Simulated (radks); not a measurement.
**Nuclear size and the levels of Ta²⁺**

The task here is to estimate one member of a computed series from the others.

Method: Dirac Kohn-Sham, exchange-only LDA, spin-unpolarised, spherical densities, finite nucleus; open shells fill j = l - 1/2 first. Code: radks (a radial shooting solver on a logarithmic mesh, Libxc functionals) version 1.

### What is computed

```
element            : tantalum (Z = 73)
charge             : +2
electrons          : 71
configuration      : [Xe] 4f14 5d3
nuclear rms radius : 5.3507 fm
```

Set-up of the first run:

The run's settings:

```text
Z 73
configuration [Xe] 4f14 5d3 6s0 6p0
relativity Dirac
functional lda,
spin unpolarised
j_filling energy
nucleus finite rms 5.3507 fm
c 137.035999084
```

Among the steps run: rms radius 5.3507 fm.

One table of the session follows, with a row left open; its other results are not shown here.

From the orbitals of this run (lengths in bohr):

```
level     <r>  outermost maximum (interpolated)  90 % within  nodes
5p3/2   1.328                              1.15         1.95      3
4f5/2  0.6346                             0.438         1.06      0
4f7/2  0.6457                             0.443         1.08      0
6s1/2   2.911                              2.59         4.19      5
5d3/2   1.987                              1.54         3.10      2
5d5/2   2.050                              1.59         3.20      2
6p1/2       ?                                 ?            ?      ?
6p3/2   3.734                              3.32         5.40      4
```

Q: Estimate the row for 6p1/2 from the others.

The run gave: <r>: 3.490; outermost maximum (interpolated): 3.08; 90 % within: 5.06; nodes: 4. In the column «<r>» it lies between 6s1/2 (2.911) and 6p3/2 (3.734).
